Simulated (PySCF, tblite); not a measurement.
# C₅H₈B₂Cl₂S: geometry, infrared bands and NMR shifts

Wanted: the infrared bands and NMR shifts of C₅H₈B₂Cl₂S (`C#C[C@@H](SBCC)B(Cl)Cl`), by calculation.

The runs use tblite 0.8.0 and PySCF 2.14.0, with density-fitted response routines of our own; the level of theory stands in each step. All values are computed, except where a source is named. Atoms are numbered from 0 throughout.

## (1) The molecule as given

18 atoms, charge 0, multiplicity 1; geometry from: force field or distance geometry start.

Bonds of the start (Å): C0–C1 1.21, C1–C2 1.44, C2–S3 1.81, S3–B4 1.91, B4–C5 1.59, C5–C6 1.50, C2–B7 1.61, B7–Cl8 1.85, B7–Cl9 1.84, C0–H10 1.09, C2–H11 1.13, B4–H12 1.20, C5–H13 1.09, C5–H14 1.11, C6–H15 1.08, C6–H16 1.11, C6–H17 1.13.

## (2) Geometry optimisation with GFN2-xTB

Job settings and geometry (Å):

```
{"job": {"kind": "relax", "xc": "GFN2-xTB", "basis": "xTB"}, "charge": 0, "multiplicity": 1}
C     -3.169700    -1.904100     0.295700
C     -2.438000    -0.960900     0.129100
C     -1.518400     0.137200    -0.034600
S     -0.690700     0.046400    -1.641900
B      1.138000     0.411500    -1.233500
C      1.612300    -0.075000     0.203700
C      3.043800    -0.535700     0.208400
B     -2.263700     1.559000     0.107500
Cl    -1.334000     2.848200     1.045800
Cl    -3.712200     1.922400    -0.964600
H     -3.863900    -2.738000     0.430400
H     -0.756000     0.116400     0.792800
H      1.449600     1.538000    -1.519200
H      1.400800     0.700000     0.946500
H      0.989800    -0.965400     0.454200
H      3.756200     0.202700    -0.137300
H      3.063700    -1.485700    -0.367500
H      3.283700    -0.810600     1.272900
```

Run with:

```
> OMP_NUM_THREADS=1 python probes_run.py task.json out
```

One launch serves the whole session: the jobs run in the order shown.

**Question.** This job is followed by: GFN2-xTB harmonic vibrations, gas phase; GIAO PBE0/pcSseg-1 NMR shielding, non-relativistic, gas phase. Predict these results of the whole session: strongest single infrared mode (GFN2-xTB); zero-point energy (GFN2-xTB); ¹³C shifts against TMS (PBE0/pcSseg-1); ¹H shifts against TMS (PBE0/pcSseg-1, means over atoms taken as alike); ³³S shifts against CS2 (PBE0/pcSseg-1); ¹¹B shifts against BF3·OEt2 (PBE0/pcSseg-1); ³⁵Cl shifts against HCl (PBE0/pcSseg-1, means over atoms taken as alike).

As calculated:

| quantity | value |
| --- | --- |
| strongest single infrared mode (GFN2-xTB) | 941 cm⁻¹, 124 km/mol |
| zero-point energy (GFN2-xTB) | 75.5 kcal/mol |
| ¹³C shifts against TMS (PBE0/pcSseg-1) | 84.2, 82.8, 36.8, 20.8, 14.0 ppm |
| ¹H shifts against TMS (PBE0/pcSseg-1, means over atoms taken as alike) | 7.09, 4.25, 2.06, 1.99, 1.36, 1.29 ppm |
| ³³S shifts against CS2 (PBE0/pcSseg-1) | 198 ppm |
| ¹¹B shifts against BF3·OEt2 (PBE0/pcSseg-1) | 71.5, 54.2 ppm |
| ³⁵Cl shifts against HCl (PBE0/pcSseg-1, means over atoms taken as alike) | 257 ppm |

What this shows: The optimisation took 172 steps and gained 1.602 eV; among the close pairs (by a distance rule), S3–B4 changed most, from 1.909 to 1.760 Å. No mode is imaginary among the 48: a minimum at this level. The strongest single mode, at 941 cm⁻¹, moves mainly B7 and C2. Unscaled tight-binding wavenumbers are off by several per cent, some by more. Its intensities can rank the bands wrongly. At PBE0/pcSseg-1: The largest span, 472 ppm, is at Cl8, Cl9, where the paramagnetic term is -454 ppm.
